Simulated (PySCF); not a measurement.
**EuCl2: other functionals and bases at one geometry**

How far do other levels of theory move the description of EuCl2, and what does each cost? The structure is generated, not taken from experiment.

Computed with PySCF 2.14.0. Level: several levels, as the steps say, no spin–orbit coupling.

1 further run of the same task is left out (for a known fault of the program).

### Step 1. Starting geometry

3 atoms, charge 0, spin multiplicity 1.

Bond lengths: Eu1–Cl2 2.616 Å, Eu1–Cl3 2.616 Å. Angles: Cl2–Eu1–Cl3 136.9°.

As a file:

```mol
Cl2Eu
  3D, bonds by distance, orders not assigned

  3  2  0  0  0  0  0  0  0  0999 V2000
   -0.0000    0.0000   -0.2372 Eu  0  0
    2.4339   -0.0000    0.7228 Cl  0  0
   -2.4339    0.0000    0.7228 Cl  0  0
  1  2  8  0
  1  3  8  0
M  END
```

Formal oxidation states: Eu +2. Each metal's 7 4f electrons lie in its core potential, so multiplicities, spins and levels count the valence alone. An earlier session relaxed this geometry at PBE0, Eu lcecp-0-SVP with ECP53, Cl def2-SVP (singlet, point group C2v).

At PBE0 on the finer grid: E = -949.349974 Eh, frontier levels not given, since the 4f levels lie in the core, Mulliken charge on Eu1 +0.85 e, largest force component 0.005 eV/Å. 

Levels to run: r2SCAN; BLYP; PBE0, TZVP. Hardware: 2 threads of Arm Neoverse V2, shared host.

### Step 2. r2SCAN

File run.py (the lines that set the calculation):

```python
mol = gto.M(atom='''
Eu     0.00000     0.00000    -0.23718
Cl     2.43390     0.00000     0.72280
Cl    -2.43390     0.00000     0.72280''',
    basis={'Eu': 'lcecp-0-SVP', 'Cl': 'def2-SVP'},
    ecp={'Eu': 'lcecp-0-SVP'},
    charge=0, spin=0)
mf = dft.RKS(mol, xc='R2SCAN')
mf.grids.atom_grid = (75, 302)  # f atoms: unpruned, at least (60, 302)
mf = mf.density_fit()  # fitting sets: Eu AutoAux, Cl def2-universal-JKFIT
mf.conv_tol = 1e-08; mf.max_cycle = 55
mf.kernel(dm0)  # dm0: the density of the relaxed state
```

Run with:

```
> OMP_NUM_THREADS=2 python run.py
```

### Step 3. BLYP

run.py (the lines that set the calculation), as its differences from that of step 2:

```diff
@@ -7,3 +7,3 @@
     charge=0, spin=0)
-mf = dft.RKS(mol, xc='R2SCAN')
+mf = dft.RKS(mol, xc='BLYP')
 mf.grids.atom_grid = (75, 302)  # f atoms: unpruned, at least (60, 302)
```

### Step 4. PBE0, TZVP

Basis: Eu lcecp-0-TZVP with ECP53, Cl def2-TZVP. 

File run.py (the lines that set the calculation):

```python
mol = gto.M(atom='''
Eu     0.00000     0.00000    -0.23718
Cl     2.43390     0.00000     0.72280
Cl    -2.43390     0.00000     0.72280''',
    basis={'Eu': 'lcecp-0-TZVP', 'Cl': 'def2-TZVP'},
    ecp={'Eu': 'lcecp-0-TZVP'},
    charge=0, spin=0)
mf = dft.RKS(mol, xc='PBE0')
mf.grids.atom_grid = (75, 302)  # f atoms: unpruned, at least (60, 302)
mf = mf.density_fit()  # fitting sets: Eu AutoAux, Cl def2-universal-JKFIT
mf.conv_tol = 1e-08; mf.max_cycle = 55
mf.kernel(dm0)  # dm0: free metal ions and neutral atoms
```

**Question.** What will these runs give? Wanted: for each run, charge on Eu1; dipole; largest force.

The runs gave:

| level | state | charge on Eu1 (e) | dipole (D) | largest force (eV/Å) | basis functions | time |
| --- | --- | --- | --- | --- | --- | --- |
| PBE0 (relaxed here) | singlet | 0.85 | 5.71 | 0.01 | 67 | 4.5 s |
| r2SCAN | singlet | 0.85 | 5.72 | 0.11 | 67 | 2.5 s |
| BLYP | singlet | 0.68 | 5.31 | 0.25 | 67 | 1.9 s |
| PBE0, TZVP | singlet | 1.18 | 5.87 | 0.04 | 121 | 6.2 s |

Times are on 2 threads of Arm Neoverse V2, shared host; the first row also made further properties.

The largest leftover force, 0.25 eV/Å with BLYP, stands at a geometry relaxed at another level. The Mulliken charge on Eu spans +0.68 to +1.18 e over the levels. With 4f in the core, its levels are missing from HOMO and gap. Total energies of different levels can't be compared. Spin–orbit coupling is left out throughout.
